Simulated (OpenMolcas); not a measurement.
**One shape, several levels: TlI (thallium iodide)**

Wanted: a comparison of 6 runs (HF/def2-TZVPP, B2PLYP/def2-TZVPP, PBE/def2-TZVPP, r2SCAN/def2-TZVPP, revPBE/def2-TZVPP, MP2/def2-TZVPP) of TlI (thallium iodide). 

Program for the calculation: OpenMolcas 26.06.

## (1) Starting point

TlI: 2 atoms, total charge 0, spin state singlet. SMILES: `[I][Tl]`. The coordinates come from a PBE0-D4/def2-TZVP relaxation.

Bond lengths: I1–Tl2 2.841 Å.

## (2) Energy and gradient at HF/def2-TZVPP (core potential) (run 1)

calc.inp reads:

```
>>> EXPORT MOLCAS_PRINT=2

&GATEWAY
  BasLib=$CurrDir
  Coord
  2
  angstrom
  I        0.000000       0.000000      -0.008400
  Tl       0.000000       0.000000       2.832460
  Basis=def2-TZVPP
  Group=NoSym

&SEWARD

&SCF
  Thresholds=1e-10 1e-07 1e-07 1e-05
  PrOrbitals=1 2

&ALASKA
```

The basis set def2-TZVPP is read from a file made from the Basis Set Exchange's data (not shown).

On the command line:

```bash
export MOLCAS_MEM=1860
pymolcas calc.inp > calc.log
```

Standard output:

```text
--- Start Module: gateway ---
[...]
--- Stop Module: gateway /rc=_RC_ALL_IS_WELL_ ---
[...]
      Basis functions          100
[...]
--- Start Module: scf ---
[...]
       Convergence after  13 Iterations
[...]
::    Total SCF energy                               -468.2660239046
[...]
      Total spin, S                                     0.0000000000
[...]
      Total electronic charge=   46.000000
      Total            charge=   -0.000000
[...]
      Dipole Moment (debye):
      Origin of the operator (angstrom)=    0.0000    0.0000    1.7462
                   X=  1.6350E-15               Y=  3.9268E-15               Z=  4.9563E+00           Total=  4.9563E+00
      Quadrupole Moment (debye*angstrom):
[...]
--- Stop Module: scf /rc=_RC_ALL_IS_WELL_ ---
[...]
--- Start Module: alaska ---
[...]
 *              Molecular gradients               *
 **************************************************
  Irreducible representation: a
 ------------------------------------------------------------------------------------------
                              X                       Y                       Z
 ------------------------------------------------------------------------------------------
  I1                3.27740922257448E-16   -4.22926342665267E-16    7.01355923395397E-03
  TL2              -3.27740922257447E-16    4.22926342665269E-16   -7.01355923396108E-03
 ------------------------------------------------------------------------------------------
--- Stop Module: alaska /rc=_RC_ALL_IS_WELL_ ---
[...]
```

It took 11 s on 1 thread of Arm Neoverse V2, shared host; peak memory 0.56 GiB.

## (3) A single-point energy at B2PLYP/def2-TZVPP (core potential) (run 2)

mol.inp reads:

```
* ITl Kohn-Sham DFT
&GATEWAY
BasLib=$CurrDir
Coord
2
angstrom
I        0.000000       0.000000      -0.008400
Tl       0.000000       0.000000       2.832460
Basis=def2-TZVPP
Group=NoSym
&SEWARD
GridInput
Grid=UltraFine
End of Grid
&SCF
KSDFT=B2PLYP_SCF
Thresholds=1e-10 1e-07 1e-07 1e-05
PrOrbitals=1 1
&MBPT2
Frozen=8
```

The basis set def2-TZVPP is read from a file made from the Basis Set Exchange's data (not shown).

On the command line:

```bash
export MOLCAS_MEM=1860
pymolcas mol.inp > mol.log
```

Standard output:

```text
--- Start Module: gateway ---
[...]
--- Stop Module: gateway /rc=_RC_ALL_IS_WELL_ ---
[...]
      Basis functions          100
[...]
--- Start Module: scf ---
[...]
       Convergence after  16 Iterations
[...]
::    Total KS-DFT energy                            -469.6520972524
[...]
      Total spin, S                                     0.0000000000
[...]
      Total electronic charge=   46.000000
      Total            charge=   -0.000000
[...]
      Dipole Moment (debye):
      Origin of the operator (angstrom)=    0.0000    0.0000    1.7462
                   X= -3.2426E-15               Y=  1.4701E-15               Z=  4.7394E+00           Total=  4.7394E+00
      Quadrupole Moment (debye*angstrom):
[...]
--- Stop Module: scf /rc=_RC_ALL_IS_WELL_ ---
[...]
--- Start Module: mbpt2 ---
[...]
 ###    WARNING: MP2 implementation intended for RHF references only         ###
 ###############################################################################
MBPT2 WARNING: Reference function according to RunFile:KS-DFT
I'll assume you know what you're doing and continue
WARNING!
Default frozen orbitals as non valence orbitals is overwritten by user input.
Default values:   0
[...]
       Reference weight ( Cref**2 )         =        0.75308
::    Total MBPT2 energy                             -470.6478241806
[...]
      Total MBPT2 calculations                           0.25      0.30
--- Stop Module: mbpt2 /rc=_RC_ALL_IS_WELL_ ---
[...]
```

Wall time 14 s (1 thread of Arm Neoverse V2, shared host); peak memory 0.56 GiB.

Runs 3 to 4 aren't shown in full; the table further down has their settings and results.

## (4) Energy and gradient at revPBE/def2-TZVPP (core potential) (run 5)

test.input reads:

```
* ITl Kohn-Sham DFT

&GATEWAY
  BasLib
  $CurrDir
  Coord
  2
  angstrom
  I        0.000000       0.000000      -0.008400
  Tl       0.000000       0.000000       2.832460
  Basis
  def2-TZVPP
  Group
  NoSym

&SEWARD
  GridInput
  Grid=UltraFine
  End of Grid

&SCF
  KSDFT
  revPBE
  Thresholds
  1e-10 1e-07 1e-07 1e-05
  PrOrbitals
  1 2

&ALASKA
```

The basis set def2-TZVPP is read from a file made from the Basis Set Exchange's data (not shown).

On the command line:

```bash
export MOLCAS_MEM=1860
pymolcas test.input > test.log
```

Standard output:

```text
--- Start Module: gateway ---
[...]
--- Stop Module: gateway /rc=_RC_ALL_IS_WELL_ ---
[...]
      Basis functions          100
[...]
--- Start Module: scf ---
[...]
       Convergence after  16 Iterations
[...]
::    Total KS-DFT energy                            -470.4389328391
[...]
      Total spin, S                                     0.0000000000
[...]
      Total electronic charge=   46.000000
      Total            charge=   -0.000000
[...]
      Dipole Moment (debye):
      Origin of the operator (angstrom)=    0.0000    0.0000    1.7462
                   X=  7.0559E-15               Y=  4.3148E-15               Z=  4.2610E+00           Total=  4.2610E+00
      Quadrupole Moment (debye*angstrom):
[...]
--- Stop Module: scf /rc=_RC_ALL_IS_WELL_ ---
[...]
--- Start Module: alaska ---
[...]
 *              Molecular gradients               *
 **************************************************
  Irreducible representation: a
 ------------------------------------------------------------------------------------------
                              X                       Y                       Z
 ------------------------------------------------------------------------------------------
  I1                1.55971640035300E-15   -3.55641942040289E-16    5.12965788432140E-03
  TL2              -1.55860509333300E-15    3.54232478854170E-16   -5.12965788431430E-03
 ------------------------------------------------------------------------------------------
--- Stop Module: alaska /rc=_RC_ALL_IS_WELL_ ---
[...]
```

Run time: 19 s. Hardware: 1 thread of Arm Neoverse V2, shared host; peak memory 0.56 GiB.

## (5) A single-point energy at MP2/def2-TZVPP (core potential) (run 6)

test.input reads:

```
&gateway
  baslib
  $CurrDir
  coord
  2
  angstrom
  I        0.000000       0.000000      -0.008400
  Tl       0.000000       0.000000       2.832460
  basis
  def2-TZVPP
  group
  NoSym

&seward

&scf
  thresholds
  1e-10 1e-07 1e-07 1e-05
  prorbitals
  1 1

&mbpt2
  frozen
  8
```

The basis set def2-TZVPP is read from a file made from the Basis Set Exchange's data (not shown).

On the command line:

```bash
export MOLCAS_MEM=1860
pymolcas test.input > test.log
```

Standard output:

```text
--- Start Module: gateway ---
[...]
--- Stop Module: gateway /rc=_RC_ALL_IS_WELL_ ---
[...]
      Basis functions          100
[...]
--- Start Module: scf ---
[...]
       Convergence after  13 Iterations
[...]
::    Total SCF energy                               -468.2660239046
[...]
      Total spin, S                                     0.0000000000
[...]
      Total electronic charge=   46.000000
      Total            charge=   -0.000000
[...]
      Dipole Moment (debye):
      Origin of the operator (angstrom)=    0.0000    0.0000    1.7462
                   X=  1.6350E-15               Y=  3.9268E-15               Z=  4.9563E+00           Total=  4.9563E+00
      Quadrupole Moment (debye*angstrom):
[...]
--- Stop Module: scf /rc=_RC_ALL_IS_WELL_ ---
[...]
--- Start Module: mbpt2 ---
[...]
WARNING!
Default frozen orbitals as non valence orbitals is overwritten by user input.
Default values:   0
[...]
       Reference weight ( Cref**2 )         =        0.81687
::    Total MBPT2 energy                             -469.1219903152
[...]
      Total MBPT2 calculations                           0.25      0.30
--- Stop Module: mbpt2 /rc=_RC_ALL_IS_WELL_ ---
[...]
```

Wall time 5.7 s (1 thread of Arm Neoverse V2, shared host); peak memory 0.56 GiB.

## (6) Overview of the runs

```csv
run,level,task,frozen core orbitals,energy (Eh),dipole moment (D) of the reference,HOMO energy (eV),LUMO energy (eV),wall time
1,HF/def2-TZVPP (core potential),gradient,–,-468.266024,4.96,-8.81,0.29,11 s
2,B2PLYP/def2-TZVPP (core potential),energy,8,-469.920944,4.74,-7.57,-1.13,14 s
3,PBE/def2-TZVPP (core potential),gradient,–,-470.336307,4.21,-5.91,-2.56,19 s
4,r2SCAN/def2-TZVPP (core potential),gradient,–,-470.507203,4.41,-6.16,-2.32,25 s
5,revPBE/def2-TZVPP (core potential),gradient,–,-470.438933,4.26,-5.83,-2.46,19 s
6,MP2/def2-TZVPP (core potential),energy,8,-469.121990,4.96,-8.81,0.29,5.7 s
```

## (7) Summary of results

| quantity | value |
| --- | --- |
| run 6: total energy | -469.12199 Eh |
| run 6: dipole moment (mean-field density) | 4.96 D |
| run 6: HOMO energy (Hartree–Fock orbitals) | -8.81 eV |
| run 6: LUMO energy (Hartree–Fock orbitals) | 0.29 eV |
| run 6: HOMO–LUMO gap (Hartree–Fock orbitals) | 9.10 eV |
| run 6: correlation energy (8 core orbitals frozen) | -856.0 mEh |

**Reading.** Over runs 1, 2, 3, 4, 5 the dipole moment (its size) runs from 4.21 D (PBE/def2-TZVPP) to 4.96 D (HF/def2-TZVPP). Over runs 1, 2, 3, 4, 5 the HOMO–LUMO gap runs from 3.35 eV (PBE/def2-TZVPP) to 9.10 eV (HF/def2-TZVPP). Exact exchange widens orbital gaps. For B2PLYP the log adds the whole second-order term; the table takes 0.27 of it, as the functional is defined. Totals of different functionals can't be ranked against each other. All runs together took 93 s, the longest 25 s.
